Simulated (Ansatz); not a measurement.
# F₂H₂SeSi₂: a ladder of functionals and wavefunction methods

The task here is to estimate one member of a computed series from the others.

The runs use Ansatz 0.2.0, Gaussian basis; functionals in def2-TZVPP, the program's frozen cores in correlated methods.

The runs, in order: LDA (SPW92), PBE-D4, revPBE-D4, BLYP-D4, r2SCAN-D4, B97M-V, PBE0-D4, B3LYP-D4, r2SCANh-D4, r2SCAN0-D4, HSE06-D4, BHLYP-D4, CAM-B3LYP-D4, LC-ωPBE, ωB97X-V, ωB97M-V, B2PLYP, PBE-QIDH; CCSD(T)/def2-SVP; CCSD(T)/def2-TZVPP; MP2/def2-QZVPP; extrapolation to the limit; RPA on PBE.

## The geometry

An earlier PBE0-D4 in a triple-zeta def2 set relaxation fixed the geometry.

SMILES `F[Si@@H]1[Se][Si@@H]1F`, 7 atoms, charge 0, spin multiplicity 1.

Atoms are counted from 1 here; the program's logs count them from 0.

Bond lengths: F1–Si2 1.594 Å, Si2–Se3 2.280 Å, Si2–Si4 2.243 Å, Si2–H6 1.477 Å, Se3–Si4 2.280 Å, Si4–F5 1.594 Å, Si4–H7 1.477 Å. Angles: F1–Si2–Se3 116.2°, F1–Si2–Si4 120.7°, F1–Si2–H6 106.7°, Se3–Si2–Si4 60.5°, Se3–Si2–H6 116.1°, Si4–Si2–H6 128.5°, Si2–Se3–Si4 58.9°, Si2–Si4–Se3 60.5°, Si2–Si4–F5 120.7°, Si2–Si4–H7 128.5°, Se3–Si4–F5 116.2°, Se3–Si4–H7 116.1°, F5–Si4–H7 106.7°.

The first run:

File in.yaml:

```yaml
crystal:
  periodic: [false, false, false]
  atoms:
    - {symbol: F, position_ang: [-0.468396, -2.033313, -1.127039]}
    - {symbol: Si, position_ang: [-0.825005, -0.698210, -0.331729]}
    - {symbol: Se, position_ang: [-0.255210, 1.261963, -1.348028]}
    - {symbol: Si, position_ang: [0.796432, 0.573216, 0.554477]}
    - {symbol: F, position_ang: [2.328792, 0.159992, 0.401843]}
    - {symbol: H, position_ang: [-2.233021, -0.822717, 0.096031]}
    - {symbol: H, position_ang: [0.717708, 1.491071, 1.708746]}
basis:
  gaussian: {orbitals: def2-TZVPP}
hamiltonian: {xc: lda}
output: {orbitals: {seedname: orbitals}}
```

Steps of the session up to this table: LDA; PBE-D4 (GGA); revPBE-D4 (GGA); BLYP-D4 (GGA); r2SCAN-D4 (meta-GGA); B97M-V (meta-GGA); PBE0-D4 (hybrid); B3LYP-D4 (hybrid); r2SCANh-D4 (hybrid); r2SCAN0-D4 (hybrid); HSE06-D4 (hybrid); BHLYP-D4 (hybrid); CAM-B3LYP-D4 (range-separated); LC-ωPBE (range-separated); ωB97X-V (range-separated); ωB97M-V (range-separated); B2PLYP (double hybrid); PBE-QIDH (double hybrid).

One table of the session follows, with a row left open; its other results are not shown here.

It belongs to the step «Orbital energies across the functionals». 

```
  functional  HOMO (eV)  gap (eV)
 LDA (SPW92)      -6.56      4.21
      PBE-D4      -6.42      4.31
   revPBE-D4      -6.37      4.36
     BLYP-D4      -6.26      4.36
   r2SCAN-D4      -6.67      4.79
      B97M-V      -6.71      4.77
     PBE0-D4      -7.51      6.22
    B3LYP-D4      -7.29      5.88
  r2SCANh-D4          ?         ?
  r2SCAN0-D4      -7.66      6.50
    HSE06-D4      -7.12      5.45
    BHLYP-D4      -8.45      8.14
CAM-B3LYP-D4      -8.71      8.53
     LC-ωPBE      -9.95     10.83
     ωB97X-V      -9.65     10.45
     ωB97M-V      -9.45     10.04
```

Q: Estimate the row for r2SCANh-D4 from the others.

Worked estimate for «HOMO (eV)». Against the share of exact exchange, r2SCAN-D4 (0, -6.67), r2SCAN0-D4 (0.25, -7.66) give a slope of -3.96 per unit share; at 0.1 the line stands at -7.07.

As computed: HOMO (eV): -7.07; gap (eV): 5.48. In «HOMO (eV)» the line misses by 0.00.
